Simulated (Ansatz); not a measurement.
# Ca started on a La site in perovskite LaGaO3, 40 atoms, charge −1

How does the host give way around this defect, and what happens to the levels at the gap? The levels of theory are PBEsol, HSE06 and r²SCAN.

Method: density functional theory in Ansatz 0.2.0, PAW datasets, plane waves.

### 1 The starting cell

40 atoms (7 La, 1 Ca, 8 Ga, 24 O); a = 7.729 Å, b = 7.729 Å, c = 7.729 Å, α = 90.00°, β = 90.00°, γ = 90.00°. All atoms were shaken off their sites by about 0.02 Å along each axis. Defect site 1: (0.500, 0.500, 0.500).

The runs, in order: (2) PBEsol relaxation at the single k point (¼, ¼, ¼), on 1 × NVIDIA GB300 Max-Q with 8 threads of Arm Neoverse-V2; (3) HSE06 single point at the single k point (¼, ¼, ¼), on 1 × NVIDIA GB300 Max-Q with 8 threads of Arm Neoverse-V2; (4) r²SCAN single point at the single k point (¼, ¼, ¼), on 1 × NVIDIA GB300 Max-Q with 8 threads of Arm Neoverse-V2.

### 2 Relaxation of the positions (PBEsol)

File in.yaml:

```yaml
crystal:
  lattice:
    - [7.729308, 0.000000, 0.000000]
    - [0.000000, 7.729308, 0.000000]
    - [0.000000, 0.000000, 7.729308]
  atoms:
    - { symbol: La, position: [0.005609, 0.999721, 0.998345] }
    - { symbol: La, position: [0.996847, 0.001119, 0.499424] }
    - { symbol: La, position: [0.998745, 0.501093, 0.002366] }
    - { symbol: La, position: [0.005664, 0.500207, 0.495441] }
    - { symbol: La, position: [0.503344, 0.000705, 0.999537] }
    - { symbol: La, position: [0.503300, 0.997137, 0.495625] }
    - { symbol: La, position: [0.494179, 0.496209, 0.998025] }
    - { symbol: Ca, position: [0.497079, 0.500707, 0.500770] }
    - { symbol: Ga, position: [0.246426, 0.255141, 0.247939] }
    - { symbol: Ga, position: [0.248981, 0.249288, 0.752577] }
    - { symbol: Ga, position: [0.249456, 0.753075, 0.247506] }
    - { symbol: Ga, position: [0.250620, 0.747793, 0.752058] }
    - { symbol: Ga, position: [0.748539, 0.251040, 0.249613] }
    - { symbol: Ga, position: [0.754638, 0.250939, 0.747982] }
    - { symbol: Ga, position: [0.749085, 0.757912, 0.249561] }
    - { symbol: Ga, position: [0.753121, 0.750277, 0.751435] }
    - { symbol: O, position: [0.252319, 0.251661, 0.999659] }
    - { symbol: O, position: [0.251039, 0.248152, 0.501141] }
    - { symbol: O, position: [0.251473, 0.747701, 0.001850] }
    - { symbol: O, position: [0.251091, 0.747245, 0.501007] }
    - { symbol: O, position: [0.747136, 0.245443, 0.003209] }
    - { symbol: O, position: [0.748905, 0.250135, 0.496586] }
    - { symbol: O, position: [0.750842, 0.747342, 0.000010] }
    - { symbol: O, position: [0.743734, 0.752001, 0.499684] }
    - { symbol: O, position: [0.001029, 0.248999, 0.251489] }
    - { symbol: O, position: [0.000940, 0.251632, 0.749019] }
    - { symbol: O, position: [0.998828, 0.750488, 0.247108] }
    - { symbol: O, position: [0.000507, 0.753205, 0.748470] }
    - { symbol: O, position: [0.500296, 0.248232, 0.244798] }
    - { symbol: O, position: [0.498056, 0.245137, 0.750624] }
    - { symbol: O, position: [0.504168, 0.749536, 0.250575] }
    - { symbol: O, position: [0.498972, 0.753023, 0.742586] }
    - { symbol: O, position: [0.251701, 0.999289, 0.247328] }
    - { symbol: O, position: [0.247433, 0.998446, 0.750864] }
    - { symbol: O, position: [0.249941, 0.500625, 0.244659] }
    - { symbol: O, position: [0.251817, 0.498046, 0.747592] }
    - { symbol: O, position: [0.748362, 0.994308, 0.253907] }
    - { symbol: O, position: [0.750075, 0.999158, 0.748498] }
    - { symbol: O, position: [0.748027, 0.499402, 0.251729] }
    - { symbol: O, position: [0.749498, 0.499076, 0.749080] }
  symmetry: { detect: false }
kpoints:
  mp_grid: { grid: [1, 1, 1], shift: [0.25, 0.25, 0.25] }
hamiltonian:
  xc: pbesol
total_charge: -1
scf:
  occupations: { method: fermi_dirac, width: 0.01 }
relax:
  f_tol: 0.03
  max_steps: 80
  escape_saddle: false
  adjacent_minimum: "off"
output:
  forces: true
  eigenvalues: true
  populations: true
  charged_corrections: { epsilon: 27 }
```

The run is started by

```sh
ansatz run in.yaml --threads 8 --pin off --max-ram 118750MiB --runs-dir r --events-out ev --progress --plain --backend cuda --devices 0,
```

Further steps of the session: Single point with HSE06; r²SCAN single point.

**Question.** What will these runs give? Wanted: for each run, top filled to lowest empty.

**Answer**, as computed:

```
             level         time  top filled to lowest empty (eV)
PBEsol, relaxation  9.9 s (GPU)                             4.71
             HSE06   18 s (GPU)                             6.66
            r²SCAN  3.3 s (GPU)                             5.48
```

```
     quantity                              value
   relaxation  11 recorded steps, 2.94 eV gained
largest shift                       0.48 Å (O31)
```

**In words.** The relaxation lowers the energy by 2.94 eV; the largest shift is 0.48 Å (O31). At the same k points, PBEsol gives a spacing 1.94 eV smaller and r²SCAN gives a spacing 1.18 eV smaller than the 6.66 eV of HSE06. In a defect cell this spacing can involve defect levels, so it need not be the gap. Exact exchange costs time: HSE06 ran about 5.5 times as long as r²SCAN on the same kind of device.
